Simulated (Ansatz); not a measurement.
# C₃H₇FGe₂, SMILES FCC#[C][GeH2][GeH3]: a single point in a Gaussian basis

Program: Ansatz 0.2.0 through its Python package.

The cells in order, each with its output:

**Cell 1**
```python
import warnings

import ansatz
from ase import Atoms
```

**Cell 2**
```python
BASIS = 'def2-SVP'
```

**Cell 3**
```python
warnings.simplefilter('ignore', ansatz.DeckWarning)
```

**Cell 4**
```python
atoms = Atoms(['F', 'C', 'C', 'C', 'Ge', 'Ge', 'H', 'H', 'H', 'H', 'H', 'H', 'H'], positions=[
    (3.2608, 1.0918, 0.8795),
    (3.0428, -0.2547, 0.6599),
    (1.6382, -0.4714, 0.313),
    (0.481, -0.6496, 0.0273),
    (-1.3371, -0.9262, -0.4213),
    (-2.4775, 1.1776, -0.4146),
    (3.6875, -0.6026, -0.1733),
    (3.2887, -0.8239, 1.58),
    (-1.4309, -1.5611, -1.8321),
    (-1.9887, -1.8712, 0.6202),
    (-2.3773, 1.8116, 0.9962),
    (-1.8201, 2.1214, -1.4536),
    (-3.9674, 0.9582, -0.7812),
])
mol = ansatz.Crystal.molecule_from_ase(atoms)
```

**Cell 5**
```python
job = mol.calculation().basis(gaussian=BASIS).functional(ansatz.LibraryFunctional('SVWN5'))
outcome = job.run()
summary = outcome.report
```

**Cell 6**
```python
summary['reference_energy_ev']
```
Output:
```text
-118738.86487710118
```

**Cell 7**
```python
for key in ('converged', 'free_energy_ev', 'reference_energy_ev', 'n_frozen', 'n_occupied', 'n_virtual'):
    print(f'{key:22s} {summary[key]}')
```
Output:
```text
converged              True
free_energy_ev         -118738.86487710118
reference_energy_ev    -118738.86487710118
n_frozen               0
n_occupied             [49, 49]
n_virtual              [106, 106]
```

**Cell 8**
```python
field = summary['mean_field']
print('<S^2> =', round(abs(field['state']['spin_squared']), 4), ' all-electron relativity setting:', field['relativity'])
print('passes:', field['passes'])
if 'symmetry' in field:
    print('occupied orbitals by irrep:', field['symmetry']['occupied'])
```
Output:
```text
<S^2> = 0.0  all-electron relativity setting: none
passes: {'evaluations': 16, 'products': 11}
occupied orbitals by irrep: [{'A': 49}, {'A': 49}]
```

Reading the output:
- Total energies depend on the basis set; only differences at equal settings carry meaning.
- The geometry is a force-field or estimated start, not a minimum of this method, and the basis set is short of its limit.
- Hardware and time: 2.4 s on 1 thread of AMD EPYC 9B14 (Zen 4) (shared host), peak memory 0.29 GiB.
